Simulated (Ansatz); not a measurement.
# TiC: the cost of one run

Computed with Ansatz 0.2.0 (DFT PBE, scalar-relativistic, plane waves, PAW, unless a step's input says otherwise).

The COD entry's cell or inner coordinates are ideal or old and differ from later refinements, so a difference from it is no clean test against experiment.

**1. The starting structure**

Symmetry: Fm-3m, No. 225, cubic system. Conventional cell: a = 4.319 Å, b = 4.319 Å, c = 4.319 Å, α = 90.00°, β = 90.00°, γ = 90.00°. Around Ti (site symmetry m-3m) lie 6 C at 2.16 Å. C (site symmetry m-3m) has 6 Ti at 2.16 Å as nearest neighbours.

As a file:

```
CELL_PARAMETERS angstrom
0.00000 2.15930 2.15930
2.15930 0.00000 2.15930
2.15930 2.15930 0.00000
ATOMIC_POSITIONS crystal
Ti 0.00000 0.00000 0.00000
C 0.50000 0.50000 0.50000
```

Source of the structure: the Crystallography Open Database.

(A quick probe on a coarse mesh, which set the mesh and smearing, is not shown.)

**3. Full relaxation**

Input file input.yaml:

```yaml
crystal:
  lattice:
    - [0.0, 2.1593, 2.1593]
    - [2.1593, 0.0, 2.1593]
    - [2.1593, 2.1593, 0.0]
  atoms:
    - { symbol: Ti, position: [0.0, 0.0, 0.0] }
    - { symbol: C, position: [0.5, 0.5, 0.5] }
basis:
  ecutwfc: 420
kpoints:
  mp_grid: { grid: [16, 16, 16] }
hamiltonian:
  xc: pbe
scf:
  occupations: { method: gaussian, width: 0.1 }
output:
  forces: true
  stress: true
  eigenvalues: true
  write_density: true
  write_potential: true
  elf: true
  volumetric_format: npy
relax:
  adjacent_minimum: "off"
  f_tol: 0.005
  max_steps: 80
  cell: { stress_tol: 0.05 }
```

Run with:

```
ansatz run input.yaml --threads 2 --pin off --max-ram 5120MiB --backend cpu --events-out ev --progress --plain --runs-dir out
```

**Question.** How long does this run take on 2 threads of Intel Xeon Platinum 8488C (Sapphire Rapids), shared host, and how much memory does it need?

About 4 s, with a peak of 0.42 GiB.
